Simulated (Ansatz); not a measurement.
**C₂H₄AlFSi: up Jacob's ladder to CCSD(T)**

The task here is to estimate one member of a computed series from the others.

Program: Ansatz 0.2.0, Gaussian basis. Level of theory: functionals in def2-TZVPP, the program's frozen cores in correlated methods. These are calculated values, not measurements.

Plan: LDA (SPW92), PBE-D4, revPBE-D4, BLYP-D4, r2SCAN-D4, B97M-V, PBE0-D4, B3LYP-D4, r2SCANh-D4, r2SCAN0-D4, HSE06-D4, BHLYP-D4, CAM-B3LYP-D4, LC-ωPBE, ωB97X-V, ωB97M-V, B2PLYP, PBE-QIDH; CCSD(T)/def2-SVP; CCSD(T)/def2-TZVPP; MP2/def2-QZVPP; extrapolation to the limit; RPA on PBE.

**Structure used throughout**

All runs share one geometry, relaxed beforehand with PBE0-D4 in a triple-zeta def2 set.

SMILES `[F][Al]1[CH]=[C]1[SiH3]`, 9 atoms, charge 0, spin multiplicity 1.

Atoms are counted from 1 here; the program's logs count them from 0.

Bond lengths: F1–Al2 1.637 Å, Al2–C3 1.831 Å, Al2–C4 1.851 Å, C3–C4 1.386 Å, C3–H6 1.090 Å, C4–Si5 1.854 Å, Si5–H7 1.488 Å, Si5–H8 1.488 Å, Si5–H9 1.491 Å. Angles: F1–Al2–C3 158.1°, F1–Al2–C4 157.7°, C3–Al2–C4 44.2°, Al2–C3–C4 68.7°, Al2–C3–H6 165.7°, C4–C3–H6 125.7°, Al2–C4–C3 67.1°, Al2–C4–Si5 163.2°, C3–C4–Si5 129.7°, C4–Si5–H7 109.8°, C4–Si5–H8 109.8°, C4–Si5–H9 111.0°, H7–Si5–H8 108.1°, H7–Si5–H9 109.0°, H8–Si5–H9 109.0°.

The first run:

in.yaml

```yaml
crystal:
  periodic: [false, false, false]
  atoms:
    - {symbol: F, position_ang: [2.604118, -2.616414, -0.653358]}
    - {symbol: Al, position_ang: [1.746034, -1.261350, -0.325559]}
    - {symbol: C, position_ang: [1.436089, 0.496039, 0.083601]}
    - {symbol: C, position_ang: [0.249840, -0.206695, -0.052862]}
    - {symbol: Si, position_ang: [-1.500487, 0.381677, 0.117855]}
    - {symbol: H, position_ang: [1.522849, 1.555798, 0.324710]}
    - {symbol: H, position_ang: [-2.189752, -0.388278, 1.187921]}
    - {symbol: H, position_ang: [-2.233628, 0.160530, -1.157536]}
    - {symbol: H, position_ang: [-1.546662, 1.832494, 0.458128]}
basis:
  gaussian: {orbitals: def2-TZVPP}
hamiltonian: {xc: lda}
output: {orbitals: {seedname: orbitals}}
```

Started as:

```sh
> ansatz run in.yaml --threads 2 --pin off --events-out ev --progress --plain --max-ram 4352MiB
```

Among the steps run: LDA; PBE-D4 (GGA); revPBE-D4 (GGA); BLYP-D4 (GGA); r2SCAN-D4 (meta-GGA); B97M-V (meta-GGA); PBE0-D4 (hybrid); B3LYP-D4 (hybrid); r2SCANh-D4 (hybrid); r2SCAN0-D4 (hybrid); HSE06-D4 (hybrid); BHLYP-D4 (hybrid); CAM-B3LYP-D4 (range-separated); LC-ωPBE (range-separated); ωB97X-V (range-separated); ωB97M-V (range-separated); B2PLYP (double hybrid); PBE-QIDH (double hybrid).

One of the session's tables, all rows but one given; the rest of the session is left out.

```
  functional  HOMO (eV)  LUMO (eV)  gap (eV)
 LDA (SPW92)      -5.61      -2.56      3.05
      PBE-D4      -5.48      -2.31      3.17
   revPBE-D4      -5.42      -2.18      3.24
     BLYP-D4      -5.36      -2.25      3.11
   r2SCAN-D4      -5.66      -1.91      3.75
      B97M-V      -5.76      -2.17      3.60
     PBE0-D4      -6.63      -1.45      5.18
    B3LYP-D4      -6.44      -1.73      4.71
  r2SCANh-D4      -6.09      -1.63      4.46
  r2SCAN0-D4          ?          ?         ?
    HSE06-D4      -6.23      -1.82      4.41
    BHLYP-D4      -7.70      -0.65      7.05
CAM-B3LYP-D4      -7.95      -0.51      7.43
     LC-ωPBE      -9.24       0.75      9.98
     ωB97X-V      -8.91       0.57      9.48
     ωB97M-V      -8.76       0.27      9.02
```

Estimate the missing values for r2SCAN0-D4.

Worked estimate for «HOMO (eV)». Against the share of exact exchange, r2SCAN-D4 (0, -5.66), r2SCANh-D4 (0.1, -6.09) give a slope of -4.30 per unit share; at 0.25 the line stands at -6.73.

As computed: HOMO (eV): -6.74; LUMO (eV): -1.22; gap (eV): 5.52. In «HOMO (eV)» the line misses by +0.01.
